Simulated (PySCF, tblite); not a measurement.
# C3H12GeNP: geometry, infrared bands and NMR shifts

What infrared bands and NMR shifts should C3H12GeNP (`CN(C)[CH2][GeH2][PH2]`) show?

Computed with tblite 0.8.0 and PySCF 2.14.0, with density-fitted response routines of our own, on a single molecule in the gas phase. Atoms are numbered from 0 throughout.

### Step 1. Starting geometry

18 atoms, charge 0, multiplicity 1; geometry from: force field or distance geometry start.

Bonds of the start (Å): C0–N1 1.47, N1–C2 1.45, N1–C3 1.48, C3–Ge4 1.95, Ge4–P5 2.29, C0–H6 1.10, C0–H7 1.11, C0–H8 1.12, C2–H9 1.12, C2–H10 1.11, C2–H11 1.12, C3–H12 1.12, C3–H13 1.12, Ge4–H14 1.54, Ge4–H15 1.55, P5–H16 1.45, P5–H17 1.45.

### Step 2. Geometry optimisation with GFN2-xTB

The job: settings as JSON, then the geometry in Å.

```
{"job": {"kind": "relax", "xc": "GFN2-xTB", "basis": "xTB"}, "charge": 0, "multiplicity": 1}
C     -0.897800    -1.222100    -0.920700
N     -0.593300     0.121200    -0.396600
C     -1.783800     0.957000    -0.426400
C     -0.085000     0.030900     0.988800
Ge     1.802300    -0.478000     1.015400
P      2.958200     0.906200    -0.395500
H     -0.001000    -1.858500    -0.928600
H     -1.242700    -1.133200    -1.969700
H     -1.696100    -1.720600    -0.319200
H     -2.185900     1.025000    -1.464600
H     -1.547700     1.994200    -0.113200
H     -2.595300     0.554400     0.234700
H     -0.144200     1.013600     1.513800
H     -0.665800    -0.704700     1.599700
H      2.353100    -0.322300     2.450400
H      1.976400    -1.944800     0.561300
H      2.278000     2.104900     0.070800
H      2.061800     0.683400    -1.512000
```

The run is started by

```sh
$ OMP_NUM_THREADS=1 python probes_run.py task.json out
```

This one command runs all jobs of the session in turn.

What it wrote:

```text
step      E/eV     max force
  0    -541.17940    1.027
  1    -541.27842    0.752
  2    -541.35113    0.499
  3    -541.36886    0.522
  4    -541.40863    0.291
  5    -541.41519    0.241
  6    -541.41954    0.115
  7    -541.42096    0.121
  8    -541.42273    0.094
  9    -541.42379    0.076
 10    -541.42500    0.071
 11    -541.42619    0.095
 12    -541.42725    0.081
 13    -541.42788    0.049
 14    -541.42832    0.045
 15    -541.42878    0.073
 16    -541.42931    0.090
 17    -541.42975    0.063
 18    -541.43002    0.034
 19    -541.43021    0.028
 20    -541.43042    0.050
 21    -541.43071    0.063
 22    -541.43106    0.050
 23    -541.43138    0.048
 24    -541.43164    0.052
 25    -541.43190    0.048
 26    -541.43224    0.040
 27    -541.43267    0.059
 28    -541.43315    0.059
 29    -541.43362    0.050
 30    -541.43408    0.057
 31    -541.43461    0.063
 32    -541.43522    0.073
 33    -541.43586    0.067
 34    -541.43648    0.063
 35    -541.43711    0.077
 36    -541.43776    0.077
 37    -541.43843    0.065
 38    -541.43905    0.088
 39    -541.43957    0.078
 40    -541.43995    0.042
 41    -541.44025    0.053
 42    -541.44057    0.057
 43    -541.44103    0.088
 44    -541.44165    0.093
 45    -541.44227    0.081
 46    -541.44259    0.094
 47    -541.44340    0.069
 48    -541.44420    0.067
 49    -541.44527    0.076
 50    -541.44608    0.071
 51    -541.44672    0.064
 52    -541.44722    0.075
 53    -541.44800    0.082
 54    -541.44880    0.082
 55    -541.44962    0.059
 56    -541.45007    0.043
 57    -541.45031    0.041
 58    -541.45054    0.068
 59    -541.45089    0.069
 60    -541.45146    0.045
 61    -541.45168    0.027
 62    -541.45182    0.024
 63    -541.45195    0.032
 64    -541.45211    0.037
 65    -541.45229    0.032
 66    -541.45251    0.041
 67    -541.45276    0.043
 68    -541.45302    0.042
 69    -541.45324    0.037
 70    -541.45339    0.035
 71    -541.45355    0.032
 72    -541.45369    0.022
 73    -541.45382    0.027
 74    -541.45396    0.029
 75    -541.45412    0.028
 76    -541.45430    0.027
 77    -541.45447    0.028
 78    -541.45462    0.023
 79    -541.45472    0.020
 80    -541.45480    0.017
 81    -541.45485    0.016
 82    -541.45490    0.015
 83    -541.45494    0.016
 84    -541.45499    0.020
 85    -541.45504    0.018
 86    -541.45507    0.011
 87    -541.45509    0.012
 88    -541.45512    0.015
 89    -541.45515    0.016
 90    -541.45519    0.017
 91    -541.45522    0.013
 92    -541.45523    0.010
```

Run time: 0.64 s. Hardware: 1 thread of Arm Neoverse V1, shared host; peak memory 0.18 GiB.

Relaxation path: (not every step is listed)

```
step  energy from step 0 (eV)  largest force (eV/Å)
   0                   0.0000                1.0270
   1                  -0.0990                0.7524
   2                  -0.1717                0.4992
   3                  -0.1895                0.5220
   4                  -0.2292                0.2906
   5                  -0.2358                0.2406
   6                  -0.2401                0.1151
   7                  -0.2416                0.1206
   8                  -0.2433                0.0936
  15                  -0.2494                0.0735
  22                  -0.2517                0.0496
  29                  -0.2542                0.0498
  36                  -0.2584                0.0767
  43                  -0.2616                0.0877
  50                  -0.2667                0.0715
  57                  -0.2709                0.0415
  64                  -0.2727                0.0372
  71                  -0.2741                0.0320
  78                  -0.2752                0.0232
  85                  -0.2756                0.0177
  87                  -0.2757                0.0122
  88                  -0.2757                0.0153
  89                  -0.2758                0.0156
  90                  -0.2758                0.0166
  91                  -0.2758                0.0132
  92                  -0.2758                0.0100
```

Distances of close pairs at the start and the end, largest changes first:

```
   bond  before (Å)  after (Å)  change (Å)
 P5–H16       1.455      1.388      -0.067
 P5–H17       1.449      1.385      -0.064
 C3–Ge4       1.955      2.004      +0.049
  N1–C3       1.478      1.448      -0.030
Ge4–H14       1.545      1.516      -0.029
Ge4–H15       1.545      1.517      -0.028
  C0–N1       1.474      1.447      -0.027
  C2–H9       1.115      1.090      -0.026
```

The end geometry stands in the next job.

### Step 3. Infrared spectrum with GFN2-xTB

The job: settings as JSON, then the geometry in Å.

```
{"job": {"kind": "ir", "xc": "GFN2-xTB", "basis": "xTB"}, "charge": 0, "multiplicity": 1}
C     -0.748981    -1.072297    -0.999263
N     -0.644574     0.197300    -0.313279
C     -1.899213     0.922268    -0.362992
C     -0.175796     0.012492     1.044630
Ge     1.774668    -0.448165     1.036135
P      2.846757     0.504143    -0.760378
H      0.228741    -1.558426    -1.001970
H     -1.054641    -0.901733    -2.030996
H     -1.473805    -1.749807    -0.522207
H     -2.183691     1.071086    -1.404439
H     -1.768957     1.898289     0.103063
H     -2.715263     0.391865     0.151289
H     -0.285705     0.957568     1.580338
H     -0.762412    -0.743076     1.587320
H      2.380118    -0.048232     2.366650
H      1.963062    -1.953348     1.039459
H      2.876972     1.752391    -0.153501
H      1.633960     0.773999    -1.371516
```

What it wrote:

```text
mode    cm-1     km/mol
  1      34.0      2.51
  2      66.5      0.90
  3     101.9      5.66
  4     136.7      6.74
  5     193.0      6.09
  6     228.4      1.47
  7     246.1      1.30
  8     322.8      2.99
  9     350.6     35.94
 10     371.6      5.61
 11     391.6      3.51
 12     438.7      6.21
 13     544.7      4.19
 14     587.8    125.72
 15     643.4    156.13
 16     733.9     21.93
 17     762.9    172.61
 18     800.2     72.24
 19     877.6    252.60
 20     880.0     24.05
 21    1040.0      4.62
 22    1055.3     14.73
 23    1078.9      4.26
 24    1110.6     13.27
 25    1123.0      6.68
 26    1161.1      1.13
 27    1229.2     47.48
 28    1263.5      4.74
 29    1285.9     13.83
 30    1413.3      1.36
 31    1424.4      0.67
 32    1455.4      0.44
 33    1478.2      3.47
 34    1487.4      3.14
 35    1493.6      2.60
 36    1495.9      5.53
 37    1854.2    295.99
 38    1919.5    517.59
 39    2274.3    114.38
 40    2342.1     98.13
 41    2826.1     48.36
 42    2852.3     24.40
 43    2862.1    183.54
 44    2954.5     37.13
 45    2973.0     49.74
 46    3005.7      9.01
 47    3011.0     56.90
 48    3013.5     45.65
```

It took 0.63 s on 1 thread of Arm Neoverse V1, shared host; peak memory 0.18 GiB.

The strongest bands and the atoms that carry them (share of the mass-weighted mode):

```
cm⁻¹  km/mol                        atoms
 588   125.7  H15 33 %, H14 21 %, C3 17 %
 643   156.1            C3 43 %, H14 18 %
 763   172.6           H17 59 %, H15 13 %
 878   252.6           H15 45 %, H14 44 %
1854   296.0           H15 52 %, H14 47 %
1920   517.6           H14 52 %, H15 47 %
2274   114.4           H16 74 %, H17 23 %
2862   183.5            H11 67 %, H8 25 %
```

### Step 4. Nuclear shieldings: PBE0/pcSseg-1

Settings changed since step 3:

```diff
@@ -1,2 +1,2 @@
-{"job": {"kind": "ir", "xc": "GFN2-xTB", "basis": "xTB"}, "charge": 0, "multiplicity": 1}
+{"job": {"kind": "nmr", "xc": "PBE0", "basis": "pcSseg-1"}, "charge": 0, "multiplicity": 1}
 C     -0.748981    -1.072297    -0.999263
```

Method: GIAO PBE0/pcSseg-1 NMR shielding, non-relativistic, gas phase.

What it wrote:

```text
coarse grid: 64152 points
cycle   1  E = -2593.7038126909  dE = -3.035e-01  |g| = 8.761e-01  |ddm| = 3.711e+00
cycle   2  E = -2593.6835899596  dE =  2.022e-02  |g| = 8.840e-01  |ddm| = 1.003e+00
cycle   3  E = -2593.7625318994  dE = -7.894e-02  |g| = 1.080e-01  |ddm| = 6.500e-01
cycle   4  E = -2593.7643182793  dE = -1.786e-03  |g| = 4.490e-02  |ddm| = 1.303e-01
cycle   5  E = -2593.7647348069  dE = -4.165e-04  |g| = 7.556e-03  |ddm| = 4.482e-02
cycle   6  E = -2593.7647470040  dE = -1.220e-05  |g| = 1.584e-03  |ddm| = 1.069e-02
cycle   7  E = -2593.7647477708  dE = -7.667e-07  |g| = 3.832e-04  |ddm| = 2.659e-03
final grid: 134048 points
cycle   8  E = -2593.7647429229  dE = -9.289e-08  |g| = 4.598e-04  |ddm| = 2.232e-03
cycle   9  E = -2593.7647428905  dE =  3.239e-08  |g| = 6.094e-04  |ddm| = 1.031e-03
cycle  10  E = -2593.7647429712  dE = -8.068e-08  |g| = 5.690e-05  |ddm| = 5.948e-04
cycle  11  E = -2593.7647429719  dE = -6.676e-10  |g| = 1.060e-05  |ddm| = 5.195e-05
converged SCF energy = -2593.7647429719

GIAO shielding tensors (ppm)
atom      isotropic    diamagn.    paramagn.     s11        s22        s33       span
  0 C      139.508     249.203    -109.695    111.567    124.313    182.644     71.077
  1 N      229.805     322.125     -92.320    194.146    243.566    251.702     57.556
  2 C      135.740     246.419    -110.678    108.251    113.011    185.960     77.709
  3 C      137.707     251.646    -113.939    109.277    123.211    180.634     71.356
  4 Ge    1505.292    2757.124   -1251.832   1357.297   1511.748   1646.830    289.533
  5 P      662.383     966.892    -304.508    598.607    648.908    739.635    141.028
  6 H       29.609      32.408      -2.799     24.091     30.782     33.953      9.862
  7 H       29.438      31.169      -1.731     25.501     26.152     36.660     11.159
  8 H       30.176      31.035      -0.859     26.792     27.356     36.380      9.589
  9 H       29.162      30.117      -0.954     24.710     26.162     36.615     11.905
 10 H       29.272      30.662      -1.390     24.568     26.977     36.271     11.702
 11 H       29.679      29.792      -0.113     26.265     26.669     36.103      9.837
 12 H       29.514      33.162      -3.648     23.433     29.821     35.289     11.856
 13 H       29.807      32.314      -2.506     25.076     29.475     34.871      9.795
 14 H       27.590      29.505      -1.914     21.011     21.976     39.784     18.773
 15 H       27.605      29.926      -2.321     20.728     22.618     39.468     18.740
 16 H       31.114      30.231       0.883     25.170     27.289     40.881     15.711
 17 H       29.782      30.669      -0.888     21.952     29.306     38.087     16.136
```

Wall time 30 s (1 thread of Arm Neoverse V1, shared host); peak memory 1 GiB.

Shifts follow as δ = σ(reference) − σ, with reference shieldings (ppm) from runs at the same level and on the same kind of geometry: ¹H TMS 31.72, ¹³C TMS 186.9, ¹⁵N NH3 267.7, ³¹P H3PO4 318.4, ⁷³Ge GeMe4 1331. The references are single molecules in the gas phase, so shifts against H2O, NH3, PH3, H3PO4 or CFCl3 are not on the usual liquid scales and can be off by tens of ppm. Atoms listed in one row are averaged.

```
                   atoms                                environment  σ (ppm)  δ (ppm)
                  C0, C2                  methyl carbon bonded to N    137.6     49.3
                      C3                 sp3 CH2 bonded to Ge and N    137.7     49.2
                H14, H15     hydrogen on a germanium bonded to C, P    27.60     4.12
H6, H7, H8, H9, H10, H11    hydrogen on a methyl carbon bonded to N    29.56     2.16
                H12, H13  hydrogen on an sp3 CH2 bonded to Ge and N    29.66     2.06
                H16, H17      hydrogen on a phosphorus bonded to Ge    30.45     1.27
                      N1                             amine nitrogen    229.8     37.9
                     Ge4              germanium bonded to C, P, 2 H     1505     -174
                      P5               phosphorus bonded to Ge, 2 H    662.4   -344.0
```

The run also stored atomic charges by several schemes (e):

```
 atoms  Mulliken    IAO  Hirshfeld  ESP fit
C0, C2     -0.09  -0.30      -0.07    -0.49
    N1     -0.60  -0.24      -0.09    -0.03
    C3     -0.28  -0.38      -0.10    -0.50
   Ge4      0.10   0.44       0.27     0.40
    P5     -0.08  -0.09      -0.03    -0.36
```

Mayer bond orders: C0–N1 0.97, N1–C2 0.97, N1–C3 0.95, C3–Ge4 0.88, Ge4–P5 1.05.

### Step 5. What came out

| quantity | value |
| --- | --- |
| strongest single infrared mode (GFN2-xTB) | 1920 cm⁻¹, 518 km/mol |
| zero-point energy (GFN2-xTB) | 87.5 kcal/mol |
| ¹³C shifts against TMS (PBE0/pcSseg-1, means over atoms taken as alike) | 49.3, 49.2 ppm |
| ¹H shifts against TMS (PBE0/pcSseg-1, means over atoms taken as alike) | 4.12, 2.16, 2.06, 1.27 ppm |
| ¹⁵N shifts against NH3 (PBE0/pcSseg-1) | 37.9 ppm |
| ⁷³Ge shifts against GeMe4 (PBE0/pcSseg-1) | -174 ppm |
| ³¹P shifts against H3PO4 (PBE0/pcSseg-1) | -344.0 ppm |

In words: Relaxing lowered the energy by 0.276 eV in 92 steps; the close pair that moved most is P5–H16, from 1.455 to 1.388 Å. All 48 modes are real, so the xTB geometry is a minimum. The strongest single mode, at 1920 cm⁻¹, moves mainly H14 and H15. GFN2-xTB is a fitted tight-binding method: band positions and strengths are rough. Its intensities can rank the bands wrongly. At PBE0/pcSseg-1: The widest tensor belongs to Ge4: span 290 ppm, with a paramagnetic part of -1252 ppm. Spin-orbit coupling is left out, which matters for shieldings and couplings at and beside the heavy atoms.
